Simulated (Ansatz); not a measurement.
# InH3 (triplet): wave-function methods side by side at distance In1–H2 = 1.426 Å, def2-SVP

Aim: climb from Hartree-Fock through coupled cluster and multireference methods for InH3 (triplet) at one geometry and basis, and see what each rung misses.

Computed with Ansatz 0.2.0, Gaussian basis. Level: def2-SVP, core rule «outside noble gas», up to 9 orbitals frozen.

To be run: UHF; CCSD(T) on ROHF; CCSD(T) on UHF; BCCD(T) on ROHF; CISD; CCSDT(Q) on ROHF; CCSDT(Q) on UHF; CASSCF and MRCISD+Q, 4 electrons in 4 orbitals; CASSCF and NEVPT2, 4 electrons in 4 orbitals; Full CI.

32 further runs of the same task are left out: 6 for a known fault of the program, 20 that didn't finish, 6 set aside as unsound or not needed.

### Step 1. What is computed

The geometry derives from a PBE0/def2-TZVP stationary point (not a proven minimum). One bond is set to the value named and the two fragments are kept rigid. No spin-orbit coupling is included. Elements past krypton take def2 core potentials.

4 atoms, charge 0, spin multiplicity 3.

Atoms are counted from 1 here; the program's logs count them from 0.

Bond lengths: In1–H2 1.426 Å, H3–H4 0.769 Å.

### Step 2. UHF

in.yaml reads:

```yaml
crystal:
  periodic: [false, false, false]
  atoms:
    - {symbol: In, position_ang: [0.000000, 0.014207, -0.038844]}
    - {symbol: H, position_ang: [0.000000, -1.398668, -0.231869]}
    - {symbol: H, position_ang: [0.384545, -0.109867, 2.328360]}
    - {symbol: H, position_ang: [-0.384545, -0.109867, 2.328360]}
basis:
  gaussian: {orbitals: def2-SVP}
magnetization: {spin_polarized: true, initial_magnetization: 2}
hamiltonian: {xc: hf}
output: {orbitals: {seedname: orbitals}}
```

On the command line:

```bash
ansatz run in.yaml --threads 1 --pin off --events-out ev --progress --plain --max-ram 2393MiB
```

Further steps of the session: CCSD(T) on ROHF; CCSD(T) on UHF; BCCD(T) on ROHF; CISD; CCSDT(Q) on ROHF; CCSDT(Q) on UHF; CASSCF and MRCISD+Q, 4 electrons in 4 orbitals; CASSCF and NEVPT2, 4 electrons in 4 orbitals; Full CI.

**Question.** What will the summary of the whole plan be? Wanted: FCI below the RHF energy; RMP2 from FCI; UMP2 from FCI; RCCSD from FCI; RCCSD(T) from FCI; UCCSD(T) from FCI; RCCSDT(Q) from FCI; UCCSDT(Q) from FCI; NEVPT2 pair from FCI.

As calculated:

```
                         quantity                                                                            value
         FCI below the RHF energy                                                                       -2.2037 eV
                    RMP2 from FCI                                                                       +555.4 meV
                    UMP2 from FCI                                                                       +521.9 meV
                   RCCSD from FCI                                                                        +27.1 meV
                RCCSD(T) from FCI                                                                         +2.4 meV
                UCCSD(T) from FCI                                                                        -24.2 meV
               RCCSDT(Q) from FCI                                                                         -6.8 meV
               UCCSDT(Q) from FCI                                                                        -33.3 meV
             NEVPT2 pair from FCI                                                                       +517.5 meV
levels within 1 kcal/mol (43 meV)  RCCSD, UCCSD, RCCSD(T), UCCSD(T), BCCD(T), RCCSDT, UCCSDT, RCCSDT(Q), UCCSDT(Q)
                    T1 diagnostic                                                                            0.019
   effectively unpaired electrons                                                                             2.02
```

**Reading.** RCCSD(T) lands +2.4 meV from the yardstick (0.1 % of the correlation energy). CCSD(T) misses by +2.4 meV on the restricted determinant and by -24.2 meV on the unrestricted one; the two need not hold the same state or core. UCCSD(T), RCCSDT, UCCSDT, RCCSDT(Q), UCCSDT(Q) fall below full CI: unrestricted runs freeze a spin-polarised core, another one than full CI's, and coupled cluster isn't variational. One determinant dominates. These misses are within one basis, not against nature; the frozen cores of restricted and unrestricted runs differ, which can shift their rows.
